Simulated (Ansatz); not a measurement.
# IrS: the cost of one run

Computed with Ansatz 0.2.0 (DFT PBE, scalar-relativistic, plane waves, PAW, unless a step's input says otherwise).

**1. The system as given**

Symmetry: F-43m, No. 216, cubic system. The conventional cell has a = 5.360 Å, b = 5.360 Å, c = 5.360 Å, α = 90.00°, β = 90.00°, γ = 90.00°. Ir (site symmetry -43m) has 4 S at 2.32 Å as nearest neighbours. S (site symmetry -43m) has 4 Ir at 2.32 Å as nearest neighbours.

Coordinates:

```cif
data_structure
_symmetry_space_group_name_H-M 'F-43m'
_symmetry_Int_Tables_number 216
_cell_length_a 5.3597
_cell_length_b 5.3597
_cell_length_c 5.3597
_cell_angle_alpha 90.000
_cell_angle_beta 90.000
_cell_angle_gamma 90.000
_cell_volume 153.96
loop_
_atom_site_label
_atom_site_type_symbol
_atom_site_symmetry_multiplicity
_atom_site_Wyckoff_symbol
_atom_site_fract_x
_atom_site_fract_y
_atom_site_fract_z
_atom_site_occupancy
Ir1 Ir 4 a 0.00000 0.00000 0.00000 1
S1 S 4 c 0.25000 0.25000 0.25000 1
```

(A quick probe on a coarse mesh, which set the mesh and smearing, is not shown.)

**3. Rough relaxation on the coarse mesh**

Contents of input.yaml:

```yaml
crystal:
  lattice:
    - [0.0, 2.6798257575, 2.6798257575]
    - [2.6798257575, 0.0, 2.6798257575]
    - [2.6798257575, 2.6798257575, 0.0]
  atoms:
    - { symbol: Ir, position: [0.0, 0.0, 0.0] }
    - { symbol: S, position: [0.75, 0.75, 0.75] }
basis:
  ecutwfc: 420
kpoints:
  mp_grid: { grid: [6, 6, 6] }
hamiltonian:
  xc: pbe
scf:
  occupations: { method: gaussian, width: 0.1 }
  lower_state_search: "off"
output:
  forces: true
  stress: true
  eigenvalues: true
relax:
  adjacent_minimum: "off"
  f_tol: 0.04
  max_steps: 70
  cell: { stress_tol: 0.4 }
```

Run with:

```console
$ ansatz run input.yaml --threads 1 --pin off --max-ram 2560MiB --backend cpu --events-out ev --progress --plain --runs-dir out
```

**Question.** How long does this run take on 1 thread of Arm Neoverse V2, shared host, and how much memory does it need?

About 3.8 s, with a peak of 0.29 GiB.
